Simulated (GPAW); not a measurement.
# NiAu3 (Pm-3m) in GPAW: relaxation of cell and atoms with PBEsol+D4

Aim: the relaxation of cell and atoms of NiAu3 with PBEsol+D4.

All numbers are computed with GPAW 26.7.0; they aren't measurements. Logs are shortened: lines on timing, memory, paths and dates and some standing lists are left out, and cuts for length are marked. The log counts tension as positive stress, the text compression.

## (1) The structure

Symmetry: Pm-3m, No. 221, cubic system. Conventional cell: a = 4.028 Å, b = 4.028 Å, c = 4.028 Å, α = 90.00°, β = 90.00°, γ = 90.00°. Au (site symmetry 4/mmm) has 8 Au at 2.85 Å and 4 Ni at 2.85 Å as nearest neighbours. Around Ni (site symmetry m-3m) lie 12 Au at 2.85 Å.

The cell comes from a database or a generator and needn't be the stable form of this composition.

## (2) Relaxation of cell and atoms, PBEsol+D4, collinear spin, ferromagnetic start

The input, run.py:

```python
from ase import Atoms
from ase.calculators.mixing import SumCalculator
from ase.filters import FrechetCellFilter
from ase.io import write
from ase.optimize import BFGS
from dftd4.ase import DFTD4
from gpaw import GPAW, PW, setup_paths

setup_paths.insert(0, '.')

atoms = Atoms(['Au', 'Au', 'Au', 'Ni'],
              cell=[[4.028168, 0.0, 0.0],
                    [0.0, 4.028168, 0.0],
                    [0.0, 0.0, 4.028168]],
              scaled_positions=[[0.5, 0.5, 0.0],
                                [0.0, 0.5, 0.5],
                                [0.5, 0.0, 0.5],
                                [0.0, 0.0, 0.0]],
              pbc=True)
atoms.set_initial_magnetic_moments([0.0, 0.0, 0.0, 1.0])

calc = GPAW(mode=PW(600),
            xc='PBEsol',
            kpts={'size': (5, 5, 5), 'gamma': True},
            occupations={'name': 'fermi-dirac', 'width': 0.05},
            nbands=45,
            convergence={'density': 1e-05, 'forces': 0.0001},
            maxiter=150,
            txt='gpaw.txt')
atoms.calc = SumCalculator([calc, DFTD4(method='pbesol')])
opt = BFGS(FrechetCellFilter(atoms), trajectory='relax.traj', logfile='-')
done = opt.run(fmax=0.02, steps=60)
calc.write('gs.gpw')
write('result.traj', atoms)
print('Converged:', done)
print('Cell:', atoms.cell.cellpar().round(4))
print('Volume:', round(atoms.get_volume(), 4))
print(atoms.get_scaled_positions().round(5))
```

Potentials or basis: PAW data sets generated in the run's folder for this functional, pw.

Launch:

```console
$ gpaw-setup -f PBEsol Au Ni
$ OMP_NUM_THREADS=1 python run.py
```

gpaw.txt:

```text
__  _  _
 | _ |_)|_||  |
 |__||  | ||/\| - 26.7.0

Input parameters:
  mode=PW(ecut=600.0),
  convergence={'density': 1e-05, 'forces': 0.0001},
  kpts=MonkhorstPack(size=(5, 5, 5), gamma=True),
  maxiter=150,
  nbands=45,
  occupations=Occupations(name='fermi-dirac', width=0.05),
  xc=XC(name='PBEsol')

Diagonalizing LCAO Hamiltonian
Converting LCAO to pw mode
   .---------.
  /|         |
 * |         |
 |Au         |
 | |         |
 | .--Au-----.
 |/    Au   /
 Ni--------*

Atoms  # Å, Bohr magnetons
|   | symbol |        x |        y |        z |    initial magnetic moments |
|---|--------|----------|----------|----------|-----------------------------|
| 0 |     Au | 2.014084 | 2.014084 | 0.000000 | ( 0.0000,  0.0000,  0.0000) |
| 1 |     Au | 0.000000 | 2.014084 | 2.014084 | ( 0.0000,  0.0000,  0.0000) |
| 2 |     Au | 2.014084 | 0.000000 | 2.014084 | ( 0.0000,  0.0000,  0.0000) |
| 3 |     Ni | 0.000000 | 0.000000 | 0.000000 | ( 0.0000,  0.0000,  1.0000) |

Unit cell  # Å
| periodic |        x |        y |        z |  lengths |    angles |
|----------|----------|----------|----------|----------|-----------|
|      yes | 4.028168 | 0.000000 | 0.000000 | 4.028168 | 90.000000 |
|      yes | 0.000000 | 4.028168 | 0.000000 | 4.028168 | 90.000000 |
|      yes | 0.000000 | 0.000000 | 4.028168 | 4.028168 | 90.000000 |

Number of symmetries: 48
Symmetry operations  # r_c * U_cc + t_c -> r_c
|    | kind |            matrix            |
|----|------|------------------------------|
|  0 |  E   |  1, 0, 0,  0, 1, 0,  0, 0, 1 |
|  1 |  σ   |  1, 0, 0,  0, 1, 0,  0, 0,-1 |
|  2 |  σ   |  1, 0, 0,  0, 0, 1,  0, 1, 0 |
|  3 |  C4  |  1, 0, 0,  0, 0, 1,  0,-1, 0 |
|  4 |  C4  |  1, 0, 0,  0, 0,-1,  0, 1, 0 |
|  5 |  σ   |  1, 0, 0,  0, 0,-1,  0,-1, 0 |
|  6 |  σ   |  1, 0, 0,  0,-1, 0,  0, 0, 1 |
|  7 |  C2  |  1, 0, 0,  0,-1, 0,  0, 0,-1 |
|  8 |  σ   |  0, 1, 0,  1, 0, 0,  0, 0, 1 |
[... 271 lines left out ...]
Atoms  # Å, Bohr magnetons
|   | symbol |         x |         y |         z |    initial magnetic moments |
|---|--------|-----------|-----------|-----------|-----------------------------|
| 0 |     Au |  2.006677 |  2.006677 | -0.000000 | ( 0.0000,  0.0000,  0.0000) |
| 1 |     Au | -0.000000 |  2.006677 |  2.006677 | ( 0.0000,  0.0000,  0.0000) |
| 2 |     Au |  2.006677 | -0.000000 |  2.006677 | ( 0.0000,  0.0000,  0.0000) |
| 3 |     Ni | -0.000000 | -0.000000 | -0.000000 | ( 0.0000,  0.0000,  0.0000) |

Unit cell  # Å
| periodic |         x |         y |         z |  lengths |    angles |
|----------|-----------|-----------|-----------|----------|-----------|
|      yes |  4.013354 | -0.000000 | -0.000000 | 4.013354 | 90.000000 |
|      yes | -0.000000 |  4.013354 |  0.000000 | 4.013354 | 90.000000 |
|      yes | -0.000000 |  0.000000 |  4.013354 | 4.013354 | 90.000000 |

Number of symmetries: 48
Symmetry operations  # r_c * U_cc + t_c -> r_c
|    | kind |            matrix            |
|----|------|------------------------------|
|  0 |  E   |  1, 0, 0,  0, 1, 0,  0, 0, 1 |
|  1 |  σ   |  1, 0, 0,  0, 1, 0,  0, 0,-1 |
|  2 |  σ   |  1, 0, 0,  0, 0, 1,  0, 1, 0 |
|  3 |  C4  |  1, 0, 0,  0, 0, 1,  0,-1, 0 |
|  4 |  C4  |  1, 0, 0,  0, 0,-1,  0, 1, 0 |
|  5 |  σ   |  1, 0, 0,  0, 0,-1,  0,-1, 0 |
|  6 |  σ   |  1, 0, 0,  0,-1, 0,  0, 0, 1 |
|  7 |  C2  |  1, 0, 0,  0,-1, 0,  0, 0,-1 |
|  8 |  σ   |  0, 1, 0,  1, 0, 0,  0, 0, 1 |
[... 265 lines left out ...]
Atoms  # Å, Bohr magnetons
|   | symbol |         x |         y |         z |    initial magnetic moments |
|---|--------|-----------|-----------|-----------|-----------------------------|
| 0 |     Au |  1.970907 |  1.970907 | -0.000000 | ( 0.0000,  0.0000, -0.0000) |
| 1 |     Au | -0.000000 |  1.970907 |  1.970907 | ( 0.0000,  0.0000, -0.0000) |
| 2 |     Au |  1.970907 | -0.000000 |  1.970907 | ( 0.0000,  0.0000, -0.0000) |
| 3 |     Ni | -0.000000 |  0.000000 | -0.000000 | ( 0.0000,  0.0000,  0.0000) |

Unit cell  # Å
| periodic |        x |         y |         z |  lengths |    angles |
|----------|----------|-----------|-----------|----------|-----------|
|      yes | 3.941814 |  0.000000 |  0.000000 | 3.941814 | 90.000000 |
|      yes | 0.000000 |  3.941814 | -0.000000 | 3.941814 | 90.000000 |
|      yes | 0.000000 | -0.000000 |  3.941814 | 3.941814 | 90.000000 |

Number of symmetries: 48
Symmetry operations  # r_c * U_cc + t_c -> r_c
|    | kind |            matrix            |
|----|------|------------------------------|
|  0 |  E   |  1, 0, 0,  0, 1, 0,  0, 0, 1 |
|  1 |  σ   |  1, 0, 0,  0, 1, 0,  0, 0,-1 |
|  2 |  σ   |  1, 0, 0,  0, 0, 1,  0, 1, 0 |
|  3 |  C4  |  1, 0, 0,  0, 0, 1,  0,-1, 0 |
|  4 |  C4  |  1, 0, 0,  0, 0,-1,  0, 1, 0 |
|  5 |  σ   |  1, 0, 0,  0, 0,-1,  0,-1, 0 |
|  6 |  σ   |  1, 0, 0,  0,-1, 0,  0, 0, 1 |
|  7 |  C2  |  1, 0, 0,  0,-1, 0,  0, 0,-1 |
|  8 |  σ   |  0, 1, 0,  1, 0, 0,  0, 0, 1 |
[... 241 lines left out ...]
No gap
No difference between direct/indirect transitions

Stress tensor  # eV/Ang^3
|         x |         y |         z |
|-----------|-----------|-----------|
| -0.025766 |  0.000000 |  0.000000 |
|  0.000000 | -0.025766 | -0.000000 |
|  0.000000 | -0.000000 | -0.025766 |

Forces  # eV/Ang
|        x |        y |        z |
|----------|----------|----------|
| -0.00000 |  0.00000 |  0.00000 |  # Au   0
| -0.00000 |  0.00000 |  0.00000 |  # Au   1
| -0.00000 | -0.00000 | -0.00000 |  # Au   2
| -0.00000 | -0.00000 |  0.00000 |  # Ni   3
[... 8 lines left out ...]
Atoms  # Å, Bohr magnetons
|   | symbol |         x |         y |         z |    initial magnetic moments |
|---|--------|-----------|-----------|-----------|-----------------------------|
| 0 |     Au |  1.975583 |  1.975583 | -0.000000 | ( 0.0000,  0.0000, -0.0000) |
| 1 |     Au | -0.000000 |  1.975583 |  1.975583 | ( 0.0000,  0.0000, -0.0000) |
| 2 |     Au |  1.975583 | -0.000000 |  1.975583 | ( 0.0000,  0.0000, -0.0000) |
| 3 |     Ni | -0.000000 |  0.000000 | -0.000000 | ( 0.0000,  0.0000,  0.0000) |

Unit cell  # Å
| periodic |        x |         y |         z |  lengths |    angles |
|----------|----------|-----------|-----------|----------|-----------|
|      yes | 3.951165 |  0.000000 |  0.000000 | 3.951165 | 90.000000 |
|      yes | 0.000000 |  3.951165 | -0.000000 | 3.951165 | 90.000000 |
|      yes | 0.000000 | -0.000000 |  3.951165 | 3.951165 | 90.000000 |

Number of symmetries: 48
Symmetry operations  # r_c * U_cc + t_c -> r_c
|    | kind |            matrix            |
|----|------|------------------------------|
|  0 |  E   |  1, 0, 0,  0, 1, 0,  0, 0, 1 |
|  1 |  σ   |  1, 0, 0,  0, 1, 0,  0, 0,-1 |
|  2 |  σ   |  1, 0, 0,  0, 0, 1,  0, 1, 0 |
|  3 |  C4  |  1, 0, 0,  0, 0, 1,  0,-1, 0 |
|  4 |  C4  |  1, 0, 0,  0, 0,-1,  0, 1, 0 |
|  5 |  σ   |  1, 0, 0,  0, 0,-1,  0,-1, 0 |
|  6 |  σ   |  1, 0, 0,  0,-1, 0,  0, 0, 1 |
|  7 |  C2  |  1, 0, 0,  0,-1, 0,  0, 0,-1 |
|  8 |  σ   |  0, 1, 0,  1, 0, 0,  0, 0, 1 |
[... 240 lines left out ...]
No gap
No difference between direct/indirect transitions

Stress tensor  # eV/Ang^3
|         x |         y |         z |
|-----------|-----------|-----------|
| -0.016734 | -0.000000 |  0.000000 |
| -0.000000 | -0.016734 | -0.000000 |
|  0.000000 | -0.000000 | -0.016734 |

Forces  # eV/Ang
|        x |        y |        z |
|----------|----------|----------|
|  0.00000 | -0.00000 |  0.00000 |  # Au   0
| -0.00000 |  0.00000 | -0.00000 |  # Au   1
| -0.00000 |  0.00000 | -0.00000 |  # Au   2
| -0.00000 | -0.00000 | -0.00000 |  # Ni   3

# Writing to gs.gpw (mode='')
```

stdout:

```text
Step          Energy          fmax
BFGS:    0      -20.396170        1.031615
BFGS:    1      -20.438077        0.856224
BFGS:    2      -20.519637        0.129908
BFGS:    3      -20.521413        0.008059
Converged: True
Cell: [ 3.9512  3.9512  3.9512 90.     90.     90.    ]
Volume: 61.6844
[[0.5 0.5 0. ]
 [0.  0.5 0.5]
 [0.5 0.  0.5]
 [0.  0.  0. ]]
```

It took 3.1 min on 1 thread of Arm Neoverse V2, shared host; peak memory 0.25 GiB.

What came out:

| Property | Result |
| --- | --- |
| Free energy | -20.5260 eV |
| Relaxed volume | 15.42 Å³/atom |
| Relaxed cell | a = 3.951 Å, b = 3.951 Å, c = 3.951 Å, α = 90.00°, β = 90.00°, γ = 90.00° |
| Space group after relaxing (to 0.05 Å) | Pm-3m (No. 221) |
| Energy gained by relaxing | 31.3 meV/atom |
| Ionic steps | 4 |
| Pressure after relaxing | -0.1 GPa |
| Band gap on the k mesh | none (metal or under the smearing width) |
| Net moment | 0.00 μB per cell |
| Dispersion energy per atom | -0.366 eV |

The path:
```csv
step,energy change (eV),largest force (eV/Å),pressure (GPa),volume (Å³)
1,0.0000,0.0000,-10.12,65.36
2,-0.0419,0.0000,-8.49,64.64
3,-0.1235,0.0000,1.36,61.25
4,-0.1252,0.0000,-0.08,61.68
```

Final structure:
```
Au Ni
1.0
     3.95117    0.00000    0.00000
     0.00000    3.95117    0.00000
     0.00000    0.00000    3.95117
Au Ni
3 1
Cartesian
  1.9756 1.9756 0.0000
  0.0000 1.9756 1.9756
  1.9756 0.0000 1.9756
  0.0000 0.0000 0.0000
```

Caveat: with this Au data set, volumes or pressures lay over 1.5 % or 2 GPa off other programs in two to four cells of ten; each step starts from the last one's moments, so a moment once lost doesn't come back; the stock nickel data set gives pressures a few GPa off other programs; later steps reuse the first step's grids; pairwise dispersion overbinds metals, which lowers pressure and volume.

## (3) For comparison

An earlier run on the cell as given: functional PBEsol; potentials or basis PAW data sets generated in the run's folder for this functional; cutoff 600 eV; basis pw; k mesh 7 × 7 × 7; occupations fermi-dirac, width 0.05 eV; collinear spin, ferromagnetic start; starting moments [0.0, 0.0, 0.0, 1.0] μB.

* Pressure: -6.8 GPa
* Band gap on the k mesh: none (metal or under the smearing width)
* Net moment: 0.00 μB per cell
